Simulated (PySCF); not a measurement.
# CsP+: from the state search to spectroscopic constants

The task here is to estimate one member of a computed series from the others.

Program: PySCF 2.14.0. Level of theory: Cs def2-SVPD with ECP46, P def2-SVPD, scalar-relativistic core potentials. These are calculated values, not measurements.

The first run:

A driver script around PySCF takes these settings:

```
atoms                         : Cs, P
charge                        : 1
basis                         : Cs def2-SVPD with ECP46, P def2-SVPD
Hamiltonian                   : scalar-relativistic core potentials
basis functions               : 51
electrons treated             : 23
masses in u                   : 132.9054, 30.9738
levels                        : PBE0, PBE, r²SCAN, M06, r²SCAN0, B97-3, HSE06, HF, MP2, SCS-MP2, CCSD, CCSD(T)
grid                          : 80 radial by 434 angular points
occupations                   : held fixed by the projection of orbital angular momentum
dissociation limit            : Cs+ + P, each in its ground configuration
starting distance in angstrom : 3.370
values of 2S to try           : 1, 3
```

Run with:

```console
$ OMP_NUM_THREADS=1 python dia.py task.json out
```

Steps of the session up to this table: Set-up; First curve: PBE0; Excited determinants; PBE; r²SCAN; M06 (hybrid meta-GGA); r²SCAN0 (hybrid meta-GGA); B97-3; HSE06; UHF; Correlated methods on the Hartree–Fock reference.

One of the session's tables, all rows but one given; the rest of the session is left out.

Energy (eV) from each level's lowest point:

| R (Å) | UHF | UHF-MP2 | UHF-SCS-MP2 | UHF-CCSD | UHF-CCSD(T) |
| --- | --- | --- | --- | --- | --- |
| 3.390 | 0.172 | 0.118 | 0.126 | n/a | n/a |
| 3.548 | 0.088 | 0.050 | 0.055 | 0.052 | 0.050 |
| 3.705 | 0.040 | 0.016 | 0.018 | 0.017 | 0.016 |
| 3.824 | 0.019 | 0.004 | 0.005 | 0.004 | 0.004 |
| 3.942 | ? | ? | ? | ? | ? |
| 4.060 | 0.001 | 0.001 | 0.000 | 0.001 | 0.001 |
| 4.218 | 0.000 | 0.008 | 0.006 | 0.007 | 0.008 |
| 4.415 | 0.004 | 0.020 | 0.017 | 0.020 | 0.021 |
| 4.652 | 0.014 | 0.037 | 0.032 | 0.036 | 0.038 |
| 4.967 | 0.028 | 0.058 | 0.052 | n/a | n/a |

Estimate the missing values for R (Å) = 3.942.

Worked estimate for «UHF». A straight line through the neighbours (3.824, 0.019) and (4.060, 0.001) gives 0.019 + (0.001 − 0.019) × (3.942 − 3.824) / (4.060 − 3.824) = 0.010; a parabola fitted to 4 rows on both sides gives 0.007.

The run gave: UHF: 0.007; UHF-MP2: 0.000; UHF-SCS-MP2: 0.000; UHF-CCSD: 0.000; UHF-CCSD(T): 0.000. In «UHF» the line misses by +0.003 and the parabola by 0.000.

Limits of these values: The bond is weak, and basis-set superposition, which was not computed, may be a sizeable part of it.
